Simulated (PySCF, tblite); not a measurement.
**C₅H₁₁N₂PSi: geometry, infrared bands and NMR shifts**

Aim: predict the infrared bands and NMR shifts of C₅H₁₁N₂PSi (`CNP1(=N[SiH3])C=CC=C1`).

Programs: tblite 0.8.0 and PySCF 2.14.0, with density-fitted response routines of our own. Each step states its level of theory. These are calculated values for one molecule in the gas phase, unless marked as measured. Atoms count from 0, in the outputs and in this text.

### 1 The starting structure

20 atoms, charge 0, multiplicity 1; geometry from: force field or distance geometry start.

Bonds of the start (Å): C0–N1 1.44, N1–P2 1.72, P2–N3 1.56, N3–Si4 1.79, P2–C5 1.78, C5–C6 1.32, C6–C7 1.42, C7–C8 1.32, C8–P2 1.79, C0–H9 1.13, C0–H10 1.10, C0–H11 1.12, N1–H12 1.05, Si4–H13 1.47, Si4–H14 1.46, Si4–H15 1.46, C5–H16 1.07, C6–H17 1.11, C7–H18 1.11, C8–H19 1.08.

### 2 Relaxing the molecule with GFN2-xTB

Job settings and geometry (Å):

```
{"job": {"kind": "relax", "xc": "GFN2-xTB", "basis": "xTB"}, "charge": 0, "multiplicity": 1}
C     -1.997500    -1.786000     0.466800
N     -0.657700    -1.424100     0.838000
P      0.046300    -0.183500    -0.117700
N      1.334900    -0.607100    -0.887400
Si     2.837100    -0.444200     0.076200
C     -1.110200     0.727800    -1.121400
C     -1.066200     1.975300    -0.698900
C     -0.182600     2.259400     0.376600
C      0.516600     1.250100     0.849100
H     -2.131500    -2.860200     0.786400
H     -2.158100    -1.707700    -0.617500
H     -2.772900    -1.230600     1.054000
H     -0.051800    -2.278200     0.799000
H      2.541300    -0.854800     1.454300
H      3.219100     0.964700     0.133800
H      3.881700    -1.342300    -0.408800
H     -1.705000     0.319400    -1.913000
H     -1.711700     2.735200    -1.178600
H     -0.073100     3.274500     0.819400
H      1.236100     1.223100     1.648000
```

On the command line:

```sh
$ OMP_NUM_THREADS=1 python probes_run.py task.json out
```

One launch serves the whole session: the jobs run in the order shown.

Log:

```text
step      E/eV     max force
  0    -717.14894    2.844
  1    -717.40806    1.688
  2    -717.50273    0.936
  3    -717.57167    0.656
  4    -717.61780    0.417
  5    -717.64305    0.336
  6    -717.66291    0.395
  7    -717.68380    0.425
  8    -717.70373    0.346
  9    -717.72083    0.311
 10    -717.73324    0.298
 11    -717.74422    0.249
 12    -717.75641    0.244
 13    -717.76910    0.281
 14    -717.78171    0.243
 15    -717.79538    0.263
 16    -717.81089    0.317
 17    -717.82753    0.345
 18    -717.84347    0.317
 19    -717.85706    0.264
 20    -717.86849    0.267
 21    -717.87897    0.202
 22    -717.88866    0.231
 23    -717.89716    0.194
 24    -717.90459    0.204
 25    -717.91167    0.192
 26    -717.91936    0.218
 27    -717.92709    0.205
 28    -717.93309    0.154
 29    -717.93779    0.169
 30    -717.94306    0.147
 31    -717.94959    0.199
 32    -717.95665    0.226
 33    -717.96361    0.202
 34    -717.97081    0.214
 35    -717.97856    0.215
 36    -717.98660    0.230
 37    -717.99212    0.312
 38    -717.99634    0.272
 39    -718.00111    0.207
 40    -718.00932    0.164
 41    -718.01487    0.353
 42    -718.02247    0.213
 43    -718.03077    0.242
 44    -718.03542    0.188
 45    -718.04115    0.145
 46    -718.04621    0.169
 47    -718.05095    0.167
 48    -718.05543    0.175
 49    -718.05961    0.214
 50    -718.06464    0.163
 51    -718.07053    0.121
 52    -718.07416    0.127
 53    -718.07800    0.124
 54    -718.08173    0.110
 55    -718.08498    0.148
 56    -718.08739    0.105
 57    -718.08929    0.124
 58    -718.09093    0.101
 59    -718.09249    0.115
 60    -718.09400    0.091
 61    -718.09514    0.101
 62    -718.09594    0.086
 63    -718.09662    0.056
 64    -718.09724    0.056
 65    -718.09785    0.058
 66    -718.09855    0.074
 67    -718.09945    0.073
 68    -718.10061    0.070
 69    -718.10190    0.071
 70    -718.10311    0.078
 71    -718.10430    0.104
 72    -718.10576    0.105
 73    -718.10748    0.076
 74    -718.10908    0.071
 75    -718.11033    0.077
 76    -718.11138    0.083
 77    -718.11245    0.071
 78    -718.11343    0.058
 79    -718.11419    0.064
 80    -718.11483    0.077
 81    -718.11558    0.071
 82    -718.11649    0.089
 83    -718.11736    0.080
 84    -718.11795    0.060
 85    -718.11831    0.043
 86    -718.11864    0.045
 87    -718.11917    0.042
 88    -718.11980    0.049
 89    -718.12044    0.057
 90    -718.12096    0.065
 91    -718.12144    0.066
 92    -718.12200    0.060
 93    -718.12283    0.073
 94    -718.12386    0.082
 95    -718.12484    0.096
 96    -718.12572    0.090
 97    -718.12677    0.072
 98    -718.12831    0.086
 99    -718.13041    0.106
100    -718.13234    0.115
101    -718.13473    0.118
102    -718.13663    0.094
103    -718.13838    0.094
104    -718.14067    0.095
105    -718.14336    0.109
106    -718.14588    0.121
107    -718.14854    0.129
108    -718.15018    0.176
109    -718.15320    0.127
110    -718.15532    0.114
111    -718.15779    0.079
112    -718.15883    0.084
113    -718.16154    0.102
114    -718.16309    0.075
115    -718.16513    0.120
116    -718.16732    0.094
117    -718.16984    0.110
118    -718.17148    0.121
119    -718.17365    0.087
120    -718.17587    0.082
121    -718.17712    0.086
122    -718.17836    0.074
123    -718.17916    0.069
124    -718.17975    0.050
125    -718.18021    0.053
126    -718.18079    0.057
127    -718.18134    0.069
128    -718.18177    0.047
129    -718.18207    0.028
130    -718.18232    0.036
131    -718.18257    0.041
132    -718.18283    0.036
133    -718.18303    0.025
134    -718.18317    0.021
135    -718.18327    0.027
136    -718.18335    0.026
137    -718.18343    0.021
138    -718.18350    0.022
139    -718.18358    0.025
140    -718.18371    0.032
141    -718.18389    0.044
142    -718.18413    0.040
143    -718.18442    0.044
144    -718.18474    0.051
145    -718.18510    0.051
146    -718.18554    0.051
147    -718.18602    0.050
148    -718.18650    0.053
149    -718.18688    0.051
150    -718.18721    0.046
151    -718.18754    0.048
152    -718.18793    0.079
153    -718.18830    0.079
154    -718.18866    0.071
155    -718.18900    0.063
156    -718.18934    0.059
157    -718.18960    0.052
158    -718.18981    0.038
159    -718.18997    0.032
160    -718.19015    0.047
161    -718.19033    0.049
162    -718.19051    0.042
163    -718.19066    0.025
164    -718.19079    0.020
165    -718.19091    0.026
166    -718.19102    0.022
167    -718.19112    0.019
168    -718.19121    0.020
169    -718.19130    0.023
170    -718.19141    0.028
171    -718.19156    0.026
172    -718.19175    0.025
173    -718.19198    0.034
174    -718.19226    0.057
175    -718.19260    0.067
176    -718.19307    0.071
177    -718.19357    0.053
178    -718.19413    0.050
179    -718.19456    0.058
180    -718.19521    0.063
181    -718.19580    0.066
182    -718.19640    0.056
183    -718.19696    0.065
184    -718.19766    0.056
185    -718.19829    0.071
186    -718.19892    0.059
187    -718.19937    0.059
188    -718.19982    0.049
189    -718.20009    0.044
190    -718.20036    0.038
191    -718.20054    0.041
192    -718.20072    0.025
193    -718.20080    0.043
194    -718.20093    0.023
195    -718.20102    0.025
196    -718.20124    0.026
197    -718.20138    0.029
198    -718.20164    0.032
199    -718.20191    0.034
200    -718.20224    0.036
201    -718.20227    0.073
202    -718.20256    0.048
203    -718.20270    0.019
204    -718.20279    0.018
205    -718.20286    0.021
206    -718.20292    0.010
207    -718.20295    0.012
208    -718.20298    0.009
```

Run time: 2 s. Hardware: 1 thread of Arm Neoverse V1, shared host; peak memory 0.18 GiB.

The steps of the relaxation: (not every step is listed)

```
step  energy from step 0 (eV)  largest force (eV/Å)
   0                   0.0000                2.8443
   1                  -0.2591                1.6881
   2                  -0.3538                0.9363
   3                  -0.4227                0.6556
   4                  -0.4689                0.4166
   5                  -0.4941                0.3363
   6                  -0.5140                0.3948
   7                  -0.5349                0.4255
   8                  -0.5548                0.3460
  27                  -0.7781                0.2049
  46                  -0.8973                0.1688
  65                  -0.9489                0.0578
  84                  -0.9690                0.0602
 103                  -0.9894                0.0944
 122                  -1.0294                0.0736
 141                  -1.0349                0.0438
 160                  -1.0412                0.0471
 179                  -1.0456                0.0581
 198                  -1.0527                0.0324
 203                  -1.0538                0.0187
 204                  -1.0539                0.0185
 205                  -1.0539                0.0212
 206                  -1.0540                0.0103
 207                  -1.0540                0.0124
 208                  -1.0540                0.0091
```

Distances of close pairs at the start and the end, largest changes first:

```
  bond  before (Å)  after (Å)  change (Å)
N3–Si4       1.792      1.721      -0.071
 N1–P2       1.717      1.659      -0.058
 P2–C5       1.782      1.827      +0.045
 C6–C7       1.421      1.458      +0.038
 C0–H9       1.129      1.092      -0.037
N1–H12       1.048      1.012      -0.036
C7–H18       1.113      1.080      -0.033
C0–H11       1.120      1.090      -0.030
```

The final coordinates are the input of the step that follows.

### 3 Vibrational analysis with GFN2-xTB

Job settings and geometry (Å):

```
{"job": {"kind": "ir", "xc": "GFN2-xTB", "basis": "xTB"}, "charge": 0, "multiplicity": 1}
C     -2.300384    -1.552700     0.527514
N     -0.860174    -1.703375     0.527342
P      0.166452    -0.449759     0.172889
N      1.582848    -1.086562    -0.006716
Si     3.042277    -0.228797    -0.317779
C     -0.461193     0.656817    -1.138134
C     -0.637582     1.880534    -0.629743
C     -0.428176     1.988045     0.809557
C     -0.093124     0.846620     1.420295
H     -2.736811    -2.199901     1.291243
H     -2.757066    -1.793211    -0.437071
H     -2.533894    -0.516320     0.771702
H     -0.496306    -2.589621     0.200214
H      3.390385     0.719642     0.749545
H      2.993405     0.538991    -1.570511
H      4.025069    -1.303943    -0.407571
H     -0.539426     0.387583    -2.178133
H     -0.925983     2.750546    -1.200810
H     -0.561459     2.937471     1.306589
H      0.125993     0.728619     2.467756
```

Log:

```text
mode    cm-1     km/mol
  1      51.1      1.90
  2      66.6      0.27
  3      83.0      0.88
  4      92.4      1.16
  5     101.3      3.22
  6     129.6      1.21
  7     186.2      2.07
  8     204.6      7.02
  9     288.7     13.44
 10     304.8      6.74
 11     416.4     25.61
 12     433.9      3.89
 13     463.8      7.56
 14     491.8     70.66
 15     577.4    111.73
 16     604.3     68.49
 17     638.1     13.20
 18     723.7     25.97
 19     728.8     62.04
 20     754.4     16.03
 21     762.8    163.57
 22     783.9    205.69
 23     809.7     46.93
 24     815.5    128.06
 25     825.8    129.92
 26     852.9    485.24
 27     889.5      0.67
 28     892.9      0.09
 29     988.0     20.19
 30    1032.3      5.24
 31    1073.6      0.26
 32    1081.8      6.13
 33    1105.5     13.73
 34    1121.7     83.87
 35    1224.6    463.07
 36    1230.1      0.35
 37    1291.9    104.43
 38    1300.6     12.92
 39    1411.6      0.59
 40    1474.9      5.28
 41    1492.6      3.99
 42    1533.3     14.07
 43    1619.9      0.33
 44    2167.1    439.05
 45    2192.9    221.14
 46    2284.5    322.08
 47    2940.6     41.40
 48    2980.8     44.76
 49    3011.1     13.08
 50    3072.2     11.68
 51    3080.4     45.72
 52    3098.3     14.88
 53    3104.5     16.37
 54    3378.1      8.30
```

Run time: 0.99 s. Hardware: 1 thread of Arm Neoverse V1, shared host; peak memory 0.18 GiB.

The strongest bands and the atoms that carry them (share of the mass-weighted mode):

```
cm⁻¹  km/mol                                 atoms
 763   163.6          H15 56 %, H13 20 %, H14 17 %
 784   205.7  N3 20 %, H14 17 %, P2 16 %, H13 15 %
 826   129.9  H14 20 %, H13 20 %, P2 17 %, N1 10 %
 853   485.2   P2 25 %, N3 15 %, Si4 13 %, N1 10 %
1225   463.1                      N3 72 %, P2 20 %
2167   439.1                    H14 55 %, H13 41 %
2193   221.1                    H13 56 %, H14 42 %
2284   322.1                              H15 97 %
```

### 4 Shielding tensors: PBE0/pcSseg-1

Same as in step 3 but for these lines:

```diff
@@ -1,2 +1,2 @@
-{"job": {"kind": "ir", "xc": "GFN2-xTB", "basis": "xTB"}, "charge": 0, "multiplicity": 1}
+{"job": {"kind": "nmr", "xc": "PBE0", "basis": "pcSseg-1"}, "charge": 0, "multiplicity": 1}
 C     -2.300384    -1.552700     0.527514
```

Method: GIAO PBE0/pcSseg-1 NMR shielding, non-relativistic, gas phase.

Log:

```text
coarse grid: 17624 points
cycle   1  E = -936.6340862236  dE =  1.450e+00  |g| = 6.743e-01  |ddm| = 4.256e+00
cycle   2  E = -936.3894207758  dE =  2.447e-01  |g| = 1.182e+00  |ddm| = 2.251e+00
cycle   3  E = -936.7216060753  dE = -3.322e-01  |g| = 2.602e-01  |ddm| = 1.790e+00
cycle   4  E = -936.7386456272  dE = -1.704e-02  |g| = 3.976e-02  |ddm| = 3.159e-01
cycle   5  E = -936.7389140364  dE = -2.684e-04  |g| = 2.081e-02  |ddm| = 5.156e-02
cycle   6  E = -936.7390052714  dE = -9.123e-05  |g| = 6.373e-03  |ddm| = 2.117e-02
cycle   7  E = -936.7390146379  dE = -9.366e-06  |g| = 1.819e-03  |ddm| = 6.730e-03
final grid: 160968 points
cycle   8  E = -936.7887039631  dE = -3.332e-05  |g| = 9.910e-03  |ddm| = 4.011e-02
cycle   9  E = -936.7886916368  dE =  1.233e-05  |g| = 1.250e-02  |ddm| = 1.947e-02
cycle  10  E = -936.7887259057  dE = -3.427e-05  |g| = 2.024e-03  |ddm| = 1.198e-02
cycle  11  E = -936.7887269508  dE = -1.045e-06  |g| = 3.657e-04  |ddm| = 2.452e-03
cycle  12  E = -936.7887269772  dE = -2.639e-08  |g| = 1.682e-04  |ddm| = 5.125e-04
cycle  13  E = -936.7887269833  dE = -6.055e-09  |g| = 3.126e-05  |ddm| = 1.697e-04
cycle  14  E = -936.7887269834  dE = -1.342e-10  |g| = 1.723e-05  |ddm| = 4.519e-05
converged SCF energy = -936.7887269834

GIAO shielding tensors (ppm)
atom      isotropic    diamagn.    paramagn.     s11        s22        s33       span
  0 C      158.991     242.921     -83.931    134.804    153.501    188.668     53.864
  1 N      231.160     327.056     -95.896    162.962    242.244    288.275    125.313
  2 P      290.348     966.198    -675.850    242.701    253.317    375.026    132.326
  3 N      262.661     329.127     -66.467    217.736    240.615    329.631    111.895
  4 Si     418.473     879.619    -461.146    380.364    386.039    489.016    108.653
  5 C       49.241     265.340    -216.099    -50.763     42.217    156.268    207.031
  6 C       40.332     255.502    -215.170    -79.972     48.160    152.808    232.780
  7 C       39.084     255.726    -216.642    -83.448     46.192    154.510    237.958
  8 C       50.442     265.452    -215.010    -47.176     45.083    153.420    200.596
  9 H       28.936      26.766       2.170     23.534     26.513     36.762     13.228
 10 H       28.988      28.349       0.639     23.925     26.778     36.261     12.337
 11 H       29.391      29.591      -0.200     24.713     29.223     34.237      9.524
 12 H       30.363      33.283      -2.920     21.582     30.129     39.377     17.795
 13 H       26.961      29.442      -2.481     23.294     25.411     32.177      8.883
 14 H       26.967      29.721      -2.754     23.299     25.521     32.080      8.780
 15 H       26.930      28.794      -1.864     23.058     24.825     32.908      9.850
 16 H       25.734      33.975      -8.242     23.878     26.543     26.780      2.902
 17 H       24.874      31.513      -6.639     22.529     24.317     27.776      5.247
 18 H       24.810      31.173      -6.363     22.331     24.342     27.756      5.425
 19 H       25.776      33.262      -7.486     24.358     26.271     26.699      2.340
```

Wall time 50 s (1 thread of Arm Neoverse V1, shared host); peak memory 0.98 GiB.

The references, computed at this level on geometries of the same kind, shield at (ppm): 1H TMS 31.72, 13C TMS 186.9, 29Si TMS 349.2, 15N NH3 267.7, 31P H3PO4 318.4. Their shielding less the atom's gives the shift. The references are single molecules in the gas phase, so shifts against H2O, NH3, PH3, H3PO4 or CFCl3 are not on the usual liquid scales and can be off by tens of ppm. Atoms listed in one row are averaged.

```
        atoms                                          environment  σ (ppm)  δ (ppm)  δ scaled to CDCl3
       C6, C7                                            alkene CH     39.7    147.2              141.8
       C5, C8                                            alkene CH     49.8    137.1              131.9
           C0                            methyl carbon bonded to N    159.0     27.9               25.3
     H17, H18                             hydrogen on an alkene CH    24.84     6.88               6.59
     H16, H19                             hydrogen on an alkene CH    25.75     5.96               5.73
H13, H14, H15                    hydrogen on a silicon bonded to N    26.95     4.76                  –
 H9, H10, H11              hydrogen on a methyl carbon bonded to N    29.11     2.61               2.57
          H12                hydrogen on a nitrogen bonded to C, P    30.36     1.35                  –
           N1                           nitrogen bonded to C, P, H    231.2     36.6                  –
           N3                             nitrogen bonded to P, Si    262.7      5.1                  –
           P2  phosphorus bonded to 2 C, 2 N, in a 5-membered ring    290.3     28.0                  –
          Si4                             silicon bonded to N, 3 H    418.5    -69.3                  –
```

The scaled column applies a straight-line fit of computed shieldings to shifts measured in CDCl3 (root-mean-square error 0.16 ppm for H, 1.9 ppm for C).

Charges from the same density, by scheme (e):

```
 atoms  Mulliken    IAO  Hirshfeld  ESP fit
    C0     -0.09  -0.31      -0.07    -0.04
    N1     -0.62  -0.64      -0.19    -0.67
    P2      1.09   1.48       0.42     1.03
    N3     -0.78  -1.04      -0.40    -0.82
   Si4      0.62   0.74       0.29     0.61
C5, C8     -0.38  -0.44      -0.10    -0.42
C6, C7     -0.05  -0.13      -0.03    -0.05
```

Mayer bond orders: C0–N1 0.94, N1–P2 1.02, P2–N3 1.67, N3–Si4 1.03, P2–C5 0.87, C5–C6 1.78, C6–C7 1.06, C7–C8 1.78, C8–P2 0.88.

Ring of atoms P2, C5, C6, C7, C8: NICS(0) 1.6, NICS(1) -0.8, NICS(1)zz 4.0 ppm (means of both faces).

### 5 Outcome

```
                                                               quantity                             value
                              strongest single infrared mode (GFN2-xTB)              853 cm⁻¹, 485 km/mol
                                           zero-point energy (GFN2-xTB)                     91.9 kcal/mol
13C shifts against TMS (PBE0/pcSseg-1, means over atoms taken as alike)            147.2, 137.1, 27.9 ppm
 1H shifts against TMS (PBE0/pcSseg-1, means over atoms taken as alike)  6.88, 5.96, 4.76, 2.61, 1.35 ppm
                                 15N shifts against NH3 (PBE0/pcSseg-1)                     36.6, 5.1 ppm
                               31P shifts against H3PO4 (PBE0/pcSseg-1)                          28.0 ppm
                                29Si shifts against TMS (PBE0/pcSseg-1)                         -69.3 ppm
```

**Reading.** The optimisation took 208 steps and gained 1.054 eV; among the close pairs (by a distance rule), N3–Si4 changed most, from 1.792 to 1.721 Å. All 54 modes are real, so the xTB geometry is a minimum. The strongest single mode, at 853 cm⁻¹, is spread over several atoms, P2, N3, Si4, N1 among them. Unscaled tight-binding wavenumbers are off by several per cent, some by more. Its intensities can rank the bands wrongly. At PBE0/pcSseg-1: Shielding is most anisotropic at C6, C7 (span 235 ppm, paramagnetic term -216 ppm).
